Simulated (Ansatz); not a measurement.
**Cl3HNNb: small, medium and large basis sets**

How large a basis does Cl3HNNb need? Two functionals are run in growing sets.

The runs use Ansatz 0.2.0, Gaussian basis; one geometry, several basis sets.

The runs, in order: PBE0-D4/def2-SVP; ωB97M-V/def2-SVP; PBE0-D4/def2-QZVPP; ωB97M-V/def2-QZVPP; the functionals' def2-TZVPP values are taken from earlier runs.

## 1. The relaxed structure

The geometry comes from an earlier relaxation with PBE0-D4 in a triple-zeta def2 set; it is a stationary point. Nb takes the def2 core potential; no spin-orbit term is included.

SMILES `[NH]=[Nb]([Cl])([Cl])[Cl]`, 6 atoms, charge 0, spin multiplicity 1.

Atoms are counted from 1 here; the program's logs count them from 0.

Bond lengths: N1–Nb2 1.723 Å, N1–H6 1.010 Å, Nb2–Cl3 2.282 Å, Nb2–Cl4 2.282 Å, Nb2–Cl5 2.282 Å. Angles: Nb2–N1–H6 180.0°, N1–Nb2–Cl3 107.1°, N1–Nb2–Cl4 107.1°, N1–Nb2–Cl5 107.1°, Cl3–Nb2–Cl4 111.8°, Cl3–Nb2–Cl5 111.8°, Cl4–Nb2–Cl5 111.8°.

Geometry (Å):

```xyz
6
Cl3HNNb
N    -0.54986    0.57051    1.03201
Nb    0.17979   -0.19105   -0.33029
Cl    1.80079   -1.58351    0.46999
Cl   -1.46541   -1.34212   -1.41450
Cl    1.05435    1.46502   -1.63401
H    -0.97757    1.01715    1.83079
```

## 2. PBE0-D4 in def2-SVP

Input file in.yaml:

```yaml
crystal:
  periodic: [false, false, false]
  atoms:
    - {symbol: N, position_ang: [-0.549856, 0.570514, 1.032007]}
    - {symbol: Nb, position_ang: [0.179788, -0.191051, -0.330286]}
    - {symbol: Cl, position_ang: [1.800793, -1.583512, 0.469990]}
    - {symbol: Cl, position_ang: [-1.465413, -1.342118, -1.414499]}
    - {symbol: Cl, position_ang: [1.054355, 1.465018, -1.634007]}
    - {symbol: H, position_ang: [-0.977567, 1.017149, 1.830794]}
basis:
  gaussian: {orbitals: def2-SVP}
hamiltonian: {xc: pbe0, dispersion: d4}
output: {orbitals: {seedname: orbitals}}
```

Run with:

```console
$ ansatz run in.yaml --threads 4 --pin off --events-out ev --progress --plain --max-ram 10444MiB
```

The runs that follow: ωB97M-V in def2-SVP; PBE0-D4 in def2-QZVPP; ωB97M-V in def2-QZVPP.

Q: Predict the results of all the runs planned. Wanted: PBE0-D4: double and triple zeta above quadruple; ωB97M-V: double and triple zeta above quadruple.

**Answer**, as computed:

| quantity | value |
| --- | --- |
| PBE0-D4: double and triple zeta above quadruple | 16.37, 1.28 eV |
| ωB97M-V: double and triple zeta above quadruple | 16.19, 1.22 eV |

**Reading.** PBE0-D4 gains 15.09 eV from double to triple zeta, then 1.28 eV more. Total energies overstate the basis error of differences, where much of it tends to cancel.
